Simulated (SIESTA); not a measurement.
# AlSn under changes of volume

One of the cells (25.741 Å³/atom); the others are scaled copies at fixed shape and fractional positions:

```
Sn Al
1.0
     4.22591    0.00000    0.00000
    -2.11295    3.65974    0.00000
     0.00000    0.00000    3.32875
Sn Al
1 1
Direct
  0.33333 0.66667 0.50000
  0.00000 0.00000 0.00000
```

The cell comes from a database or a generator and needn't be the stable form of this composition.

* Program: SIESTA 5.4.2
* Functional: PBE
* Potentials or basis: PseudoDojo 0.4 standard (PBE files)
* Basis: DZP (energy shift 0.002 Ry; radii capped at 9.5 bohr)
* Grid cutoff: 500 Ry
* Energy shift: 0.002 Ry
* k mesh: 7 × 7 × 8
* Occupations: fermi-dirac, width 0.05 eV
* Spin: no spin polarisation

```tsv
volume (Å³/atom)	energy over the lowest point (meV/atom)	pressure (GPa)
23.722	24.58	4.5
24.227	?	?
24.731	4.88	1.9
25.741	0.00	-0.3
26.245	2.22	-1.1
26.750	6.89	-1.8
```

What does the run at 24.227 Å³/atom give?

Energy over the lowest point 12.71 meV/atom; pressure 3.1 GPa.

Worked out: A Birch-Murnaghan fit of order 3 (a polynomial in V^(-2/3)) to the other rows has its minimum at 25.61 Å³/atom with B0 = V·E''(V) = 48 GPa and B' = 5.1 at fixed shape and positions, which overstates the stiffness. It gives 12.62 meV/atom at 24.227 Å³/atom, against the run's 12.71, and -dE/dV = 3.1 GPa, against 3.1.

Energies are extrapolated to zero smearing.

Caveats: semicore shells carry a single zeta, which can move pressures by several GPa and volumes by a few percent; the basis of atomic orbitals isn't converged, which shifts pressures, moduli and gaps.
